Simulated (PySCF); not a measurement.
# C₇H₇BrO: excited states, first hyperpolarisability

Aim: compute the excited states, first hyperpolarisability of C₇H₇BrO (`COc1cccc(Br)c1`).

Programs: PySCF 2.14.0, with routines of our own; each step states its level. All values are computed. Atoms count from 0.

## (1) The starting structure

16 atoms, charge 0, multiplicity 1; geometry from: GFN2-xTB.

## (2) Optimising the geometry at PBE0-D3(BJ)/def2-SVP

Job settings and geometry (Å):

```
{"job": {"xc": "PBE0", "basis": "def2-SVP", "d3": "d3bj", "grid": 2, "kind": "geom"}, "charge": 0, "multiplicity": 1}
C      2.635345     0.602082     0.281931
O      1.803205    -0.483870    -0.054175
C      0.462325    -0.348982     0.089585
C     -0.307142    -1.463079    -0.258041
C     -1.680563    -1.425081    -0.149870
C     -2.323955    -0.283766     0.305119
C     -1.552857     0.808921     0.647258
Br    -2.408948     2.392850     1.278846
C     -0.171371     0.800507     0.550390
H      3.651797     0.262540     0.090260
H      2.536860     0.870887     1.338293
H      2.423442     1.477851    -0.339457
H      0.202829    -2.345126    -0.609919
H     -2.264170    -2.291218    -0.421139
H     -3.398091    -0.246249     0.391267
H      0.383695     1.680677     0.832164
```

On the command line:

```
OMP_NUM_THREADS=1 python excited_run.py task.json out
```

One launch serves the whole session: the jobs run in the order shown.

The program printed:

```text
step   0  E = -2919.08064328  max force = 0.010961
step   1  E = -2919.08194561  max force = 0.002575
step   2  E = -2919.08197080  max force = 0.000895
step   3  E = -2919.08197055  max force = 0.001293
step   4  E = -2919.08197909  max force = 0.000180
optimisation converged
```

Wall time 75 s (1 thread of Arm Neoverse V2, shared host); peak memory 0.92 GiB.

The steps of the relaxation:

```
step  energy from step 0 (eV)  largest force component (eV/Å)
   0                   0.0000                          0.5636
   1                  -0.0354                          0.1324
   2                  -0.0361                          0.0460
   3                  -0.0361                          0.0665
   4                  -0.0363                          0.0093
```

Distances of close pairs at the start and the end, largest changes first:

```
  bond  before (Å)  after (Å)  change (Å)
C6–Br7       1.908      1.889      -0.019
C4–H13       1.079      1.093      +0.014
C3–H12       1.078      1.091      +0.013
C5–H14       1.078      1.090      +0.012
 C6–C8       1.385      1.396      +0.011
C8–H15       1.078      1.089      +0.011
 C4–C5       1.387      1.397      +0.010
C0–H10       1.094      1.104      +0.010
```

The next job starts from the end point, and lists it.

```
                         at the end point                value
  point group (found at 0.08 Å tolerance)                   Cs
rotational constants (GHz, main isotopes)  2.086, 0.639, 0.491
                        dipole moment (D)                 1.58
```

## (3) Excited states: TDA CAM-B3LYP/aug-cc-pVDZ

Job settings and geometry (Å):

```
{"job": {"kind": "states", "xc": "CAM-B3LYP", "basis": "aug-cc-pVDZ", "tda": true, "soc": true, "nstates": 6, "ntriplets": 5, "nquad": 4}, "charge": 0, "multiplicity": 1}
C      2.859939     0.002848    -0.247365
O      2.045982    -1.085488    -0.585689
C      0.711729    -0.966657    -0.454945
C     -0.050903    -2.088936    -0.809544
C     -1.433012    -2.047877    -0.703850
C     -2.089176    -0.901799    -0.247313
C     -1.317787     0.200726     0.099736
Br    -2.169106     1.768698     0.721507
C      0.074754     0.191354     0.004769
H      3.895441    -0.310727    -0.429620
H      2.753257     0.280350     0.816172
H      2.640688     0.888474    -0.869530
H      0.471516    -2.978499    -1.164825
H     -2.020554    -2.926056    -0.982011
H     -3.175640    -0.866917    -0.163268
H      0.636959     1.079746     0.288340
```

With the program's defaults for keys left out, this is: TDA CAM-B3LYP/aug-cc-pVDZ excited states, vertical, gas phase, spin-orbit mean-field couplings.

The program printed:

```text
coarse grid: 66080 points
cycle   1  E = -2920.2125018408  dE =  7.864e-01  |g| = 5.474e-01  |ddm| = 2.762e+01
cycle   2  E = -2920.1974630088  dE =  1.504e-02  |g| = 6.566e-01  |ddm| = 4.886e+00
cycle   3  E = -2920.2779798034  dE = -8.052e-02  |g| = 8.542e-02  |ddm| = 2.259e+00
cycle   4  E = -2920.2793527963  dE = -1.373e-03  |g| = 3.997e-02  |ddm| = 5.100e-01
cycle   5  E = -2920.2797477690  dE = -3.950e-04  |g| = 9.411e-03  |ddm| = 2.753e-01
cycle   6  E = -2920.2797692064  dE = -2.144e-05  |g| = 3.606e-03  |ddm| = 5.678e-02
cycle   7  E = -2920.2797725399  dE = -3.333e-06  |g| = 7.093e-04  |ddm| = 2.006e-02
final grid: 140344 points
cycle   8  E = -2920.2797724161  dE = -9.596e-08  |g| = 7.844e-04  |ddm| = 2.657e-02
cycle   9  E = -2920.2797723341  dE =  8.205e-08  |g| = 9.757e-04  |ddm| = 7.628e-03
cycle  10  E = -2920.2797725719  dE = -2.379e-07  |g| = 8.727e-05  |ddm| = 4.330e-03
cycle  11  E = -2920.2797725743  dE = -2.375e-09  |g| = 3.197e-05  |ddm| = 4.781e-04
cycle  12  E = -2920.2797725748  dE = -5.439e-10  |g| = 1.818e-05  |ddm| = 2.759e-04
converged SCF energy = -2920.2797725748

Singlet excitations
state   eV       nm        f     d(h-e)  d(exc)  Lambda  PR(NTO)  |dmu|/D   mu/D   main configurations
  1   5.1379   241.3   0.04169   0.214   2.944   0.676   1.693    0.710    2.060   H->L+1 0.58, H-1->L+4 0.18, H->L+4 0.10
  2   5.6202   220.6   0.00015   1.162   3.680   0.285   1.060    3.849    5.348   H->L+5 0.37, H->L 0.15, H->L+2 0.14
  3   5.8716   211.2   0.09113   0.292   3.129   0.718   1.722    1.107    2.131   H->L+4 0.48, H-1->L+1 0.29, H->L+1 0.18
  4   5.9192   209.5   0.01472   0.684   4.509   0.243   1.278    2.776    1.368   H->L 0.62, H->L+5 0.15
  5   6.2524   198.3   0.00504   1.403   3.964   0.300   1.298                     H-1->L+5 0.37, H->L+5 0.14, H-1->L 0.09
  6   6.3333   195.8   0.00266   0.448   5.115   0.215   1.317                     H->L+2 0.65, H-1->L 0.11, H->L+5 0.10

Triplet excitations (Tamm-Dancoff)
state   eV     d(h-e)  d(exc)  Lambda  PR(NTO)   main configurations
  1   3.8862   0.042   2.689   0.677   1.436   H->L+1 0.43, H->L+4 0.28, H-1->L+1 0.14
  2   4.2850   0.292   2.785   0.685   1.018   H->L+1 0.49, H->L+4 0.31
  3   4.6041   0.184   2.816   0.727   1.777   H-1->L+1 0.59, H->L+4 0.30
  4   5.2135   0.960   3.181   0.307   1.024   H->L+5 0.35, H-1->L+5 0.16, H->L+8 0.09
  5   5.2816   0.314   2.843   0.688   1.059   H-1->L+4 0.79
S1 - T1 = 1.2516 eV

Spin-orbit couplings |<S|Hso|T>| (cm-1)
             T1       T2       T3       T4       T5
S0        0.480    0.154    4.057  627.636    4.147
S1        0.374    0.106    0.095   12.427    0.013
S2       82.546   28.167    7.023    0.075   28.252
S3        0.105    0.219    0.216   39.351    0.194
S4       27.990    5.639   14.000    3.491   18.335
S5        2.486   24.010   61.873    8.260   43.872
S6       13.089    9.013    7.529   23.591    3.255
T1 sublevels (cm-1): 0.000 0.161 0.164   radiative rates (1/s): 137 0.463 0.0868
```

Wall time 88 s (1 thread of Arm Neoverse V2, shared host); peak memory 1.3 GiB.

In short:

```
  quantity    value
S1 less T1  1.25 eV
```

## (4) Excited states: TDDFT CAM-B3LYP/aug-cc-pVDZ

Settings changed since step 3:

```diff
@@ -1,2 +1,2 @@
-{"job": {"kind": "states", "xc": "CAM-B3LYP", "basis": "aug-cc-pVDZ", "tda": true, "soc": true, "nstates": 6, "ntriplets": 5, "nquad": 4}, "charge": 0, "multiplicity": 1}
+{"job": {"kind": "states", "xc": "CAM-B3LYP", "basis": "aug-cc-pVDZ", "tpa": true, "nstates": 8, "nquad": 6, "ntriplets": 0}, "charge": 0, "multiplicity": 1}
 C      2.859939     0.002848    -0.247365
```

Level: TDDFT CAM-B3LYP/aug-cc-pVDZ excited states, vertical, gas phase, two-photon moments by quadratic response.

The program printed:

```text
coarse grid: 66080 points
cycle   1  E = -2920.2125018408  dE =  7.864e-01  |g| = 5.474e-01  |ddm| = 2.762e+01
cycle   2  E = -2920.1974630088  dE =  1.504e-02  |g| = 6.566e-01  |ddm| = 4.886e+00
cycle   3  E = -2920.2779798034  dE = -8.052e-02  |g| = 8.542e-02  |ddm| = 2.259e+00
cycle   4  E = -2920.2793527963  dE = -1.373e-03  |g| = 3.997e-02  |ddm| = 5.100e-01
cycle   5  E = -2920.2797477690  dE = -3.950e-04  |g| = 9.411e-03  |ddm| = 2.753e-01
cycle   6  E = -2920.2797692064  dE = -2.144e-05  |g| = 3.606e-03  |ddm| = 5.678e-02
cycle   7  E = -2920.2797725399  dE = -3.333e-06  |g| = 7.093e-04  |ddm| = 2.006e-02
final grid: 140344 points
cycle   8  E = -2920.2797724161  dE = -9.596e-08  |g| = 7.844e-04  |ddm| = 2.657e-02
cycle   9  E = -2920.2797723341  dE =  8.205e-08  |g| = 9.757e-04  |ddm| = 7.628e-03
cycle  10  E = -2920.2797725719  dE = -2.379e-07  |g| = 8.727e-05  |ddm| = 4.330e-03
cycle  11  E = -2920.2797725743  dE = -2.375e-09  |g| = 3.197e-05  |ddm| = 4.781e-04
cycle  12  E = -2920.2797725748  dE = -5.439e-10  |g| = 1.818e-05  |ddm| = 2.759e-04
converged SCF energy = -2920.2797725748

Singlet excitations
state   eV       nm        f     d(h-e)  d(exc)  Lambda  PR(NTO)  |dmu|/D   mu/D   delta(TPA)   sigma/GM   main configurations
  1   5.0486   245.6   0.04540   0.206   2.923   0.671   1.653    0.791    2.204        2.49      0.023   H->L+1 0.66, H-1->L+4 0.14, H->L+4 0.09
  2   5.5935   221.7   0.00000   1.186   3.642   0.289   1.059    3.906    5.382        7.63      0.087   H->L+5 0.38, H->L+2 0.13, H->L 0.13
  3   5.6796   218.3   0.07228   0.259   3.070   0.716   1.759    0.996    2.137       77.62      0.917   H->L+4 0.54, H-1->L+1 0.27, H->L+1 0.16
  4   5.9115   209.7   0.01383   0.654   4.534   0.239   1.259    2.709    1.233       48.40      0.620   H->L 0.64, H->L+5 0.13
  5   6.2427   198.6   0.00428   1.414   3.980   0.301   1.304    4.282    5.765        4.89      0.070   H-1->L+5 0.37, H->L+5 0.15, H-1->L+2 0.08
  6   6.3312   195.8   0.00221   0.446   5.111   0.215   1.330    2.251    0.631       39.59      0.581   H->L+2 0.64, H-1->L 0.12, H->L+5 0.10
  7   6.3923   194.0   0.48795   0.625   3.318   0.712   2.047                                            H-1->L+1 0.62, H->L+4 0.32
  8   6.4655   191.8   0.00326   0.569   4.844   0.206   1.564                                            H->L+3 0.62, H-1->L 0.15
```

Wall time 1.9 min (1 thread of Arm Neoverse V2, shared host); peak memory 1.3 GiB.

## (5) First hyperpolarisability: quadratic response CAM-B3LYP/aug-cc-pVDZ

Settings changed since step 4:

```diff
@@ -1,2 +1,2 @@
-{"job": {"kind": "states", "xc": "CAM-B3LYP", "basis": "aug-cc-pVDZ", "tpa": true, "nstates": 8, "nquad": 6, "ntriplets": 0}, "charge": 0, "multiplicity": 1}
+{"job": {"kind": "beta", "xc": "CAM-B3LYP", "basis": "aug-cc-pVDZ"}, "charge": 0, "multiplicity": 1}
 C      2.859939     0.002848    -0.247365
```

Level: quadratic response CAM-B3LYP/aug-cc-pVDZ first hyperpolarisability, Taylor convention, gas phase.

The program printed:

```text
coarse grid: 66080 points
cycle   1  E = -2920.2125018408  dE =  7.864e-01  |g| = 5.474e-01  |ddm| = 2.762e+01
cycle   2  E = -2920.1974630088  dE =  1.504e-02  |g| = 6.566e-01  |ddm| = 4.886e+00
cycle   3  E = -2920.2779798034  dE = -8.052e-02  |g| = 8.542e-02  |ddm| = 2.259e+00
cycle   4  E = -2920.2793527963  dE = -1.373e-03  |g| = 3.997e-02  |ddm| = 5.100e-01
cycle   5  E = -2920.2797477690  dE = -3.950e-04  |g| = 9.411e-03  |ddm| = 2.753e-01
cycle   6  E = -2920.2797692064  dE = -2.144e-05  |g| = 3.606e-03  |ddm| = 5.678e-02
cycle   7  E = -2920.2797725399  dE = -3.333e-06  |g| = 7.093e-04  |ddm| = 2.006e-02
final grid: 140344 points
cycle   8  E = -2920.2797724161  dE = -9.596e-08  |g| = 7.844e-04  |ddm| = 2.657e-02
cycle   9  E = -2920.2797723341  dE =  8.205e-08  |g| = 9.757e-04  |ddm| = 7.628e-03
cycle  10  E = -2920.2797725719  dE = -2.379e-07  |g| = 8.727e-05  |ddm| = 4.330e-03
cycle  11  E = -2920.2797725743  dE = -2.375e-09  |g| = 3.197e-05  |ddm| = 4.781e-04
cycle  12  E = -2920.2797725748  dE = -5.439e-10  |g| = 1.818e-05  |ddm| = 2.759e-04
converged SCF energy = -2920.2797725748

Lowest singlets (eV, f): 5.0486 0.0454  5.5935 0.0000  5.6796 0.0723

First hyperpolarisability (au)
process     nm      |vector|   parallel      HRS      DR
static         -      222.49     127.96     105.51   3.502
shg       1907.0      233.04     133.17     110.91   3.483
eope      1907.0      225.91     129.66          -       -
shg       1064.0      259.84     145.84     124.74   3.437
eope      1064.0      233.82     133.55          -       -
```

Wall time 83 s (1 thread of Arm Neoverse V2, shared host); peak memory 1.3 GiB.

## (6) Summary of results

| quantity | value |
| --- | --- |
| point group | Cs |
| rotational constants (main isotopes) | 2.09, 0.64, 0.49 GHz |
| S1 less T1 (step 3, TDA CAM-B3LYP/aug-cc-pVDZ) | 1.25 eV |
| β vector (step 5, quadratic response CAM-B3LYP/aug-cc-pVDZ) | static 222, SHG 1907.0 nm 233, SHG 1064.0 nm 260 au |

The optimisation took 4 steps and gained 0.036 eV; among the close pairs (by a distance rule), C6–Br7 changed most, from 1.908 to 1.889 Å. Scalar relativity is left out for the heavy atoms. In step 3, the number of triplets below S1 is 3, and the largest singlet-triplet spin-orbit coupling is S0–T4, 627.64 cm⁻¹. Steps that list no spin-orbit terms leave them out, which matters at and beside the heavy atoms. β grows from 222 au (static) to 260 au for doubling at 1064.0 nm: normal dispersion, which grows as twice the photon energy moves toward the bright states.
